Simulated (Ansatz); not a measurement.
Write a Python script for the Ansatz DFT code, driven from Python that makes a rigid scan of one bond length of H4SSiSn, SMILES [SiH2]1[S][SnH2]1. Use (for the species named): r2scan0, def2-SVP basis, multiplicity 1.

Input file `h4ssisn.xyz`:
```text
7

Si   -0.90640   -0.07690   -0.80980
S    -0.30160   -1.79270    0.18230
Sn    0.91300    0.24170    0.75200
H    -2.16740    0.48390   -0.32350
H    -0.56770   -0.00700   -2.25810
H     0.52320    0.83380    2.36230
H     2.56820    0.24930    0.04920
```

The script, `run_scan.py`:
```python
import ansatz as az
import numpy as np

h4ssisn = az.Crystal.molecule_from_extxyz("h4ssisn.xyz")

symbols = [site.symbol for site in h4ssisn.cartesian_sites]
start = np.array([site.position_ang for site in h4ssisn.cartesian_sites])
axis = (start[3] - start[0]) / np.linalg.norm(start[3] - start[0])
moving = [3]
lengths, energies = [1.288, 1.346, 1.405, 1.463, 1.522, 1.58, 1.639, 1.727], []
for length in lengths:
    xyz = start.copy()
    xyz[moving] += (length - np.linalg.norm(start[3] - start[0])) * axis
    point = az.Crystal.molecule()
    for symbol, place in zip(symbols, xyz):
        point = point.atom(symbol, place.tolist())
    model = (
        point.calculation()
        .basis(gaussian="def2-SVP")
        .functional("R2SCAN0")
    )
    report = model.run(threads=1, backend="cpu").report
    energies.append(report["free_energy_ev"])
    print(f"r = {length:6.3f} A  E = {energies[-1]:.5f} eV  <S^2> = {abs(report['mean_field']['state']['spin_squared']):.3f}")

fit = np.polynomial.Polynomial.fit(lengths, np.array(energies) - min(energies), 4).convert()
roots = [r.real for r in fit.deriv().roots() if abs(r.imag) < 1e-9 and fit.deriv(2)(r.real) > 0]
r_e = min(roots, key=lambda r: abs(r - lengths[int(np.argmin(energies))]))
print(f"minimum of the fit at {r_e:.4f} A, force constant {fit.deriv(2)(r_e):.2f} eV/A^2")
```

`python run_scan.py` gives:
```text
r =  1.288 A  E = -24602.80621 eV  <S^2> = 0.000
r =  1.346 A  E = -24603.06688 eV  <S^2> = 0.000
r =  1.405 A  E = -24603.21709 eV  <S^2> = 0.000
r =  1.463 A  E = -24603.27607 eV  <S^2> = 0.000
r =  1.522 A  E = -24603.26601 eV  <S^2> = 0.000
r =  1.580 A  E = -24603.20309 eV  <S^2> = 0.000
r =  1.639 A  E = -24603.09813 eV  <S^2> = 0.000
r =  1.727 A  E = -24602.88671 eV  <S^2> = 0.000
minimum of the fit at 1.4822 A, force constant 18.63 eV/A^2
```

Reading the output:
- Total energies depend on the basis set; only differences at equal settings carry meaning.
- The rest of the molecule is held rigid at a force-field or estimated start geometry, and the basis set is modest; single-reference methods fail as a bond breaks.
- def2 sets replace the cores of elements past krypton by effective core potentials.
- The orbitals are restricted, so S² is zero by construction.
- Timing: 49 s on 1 thread of Arm Neoverse V2, with other jobs on the host, peak memory 0.25 GiB.
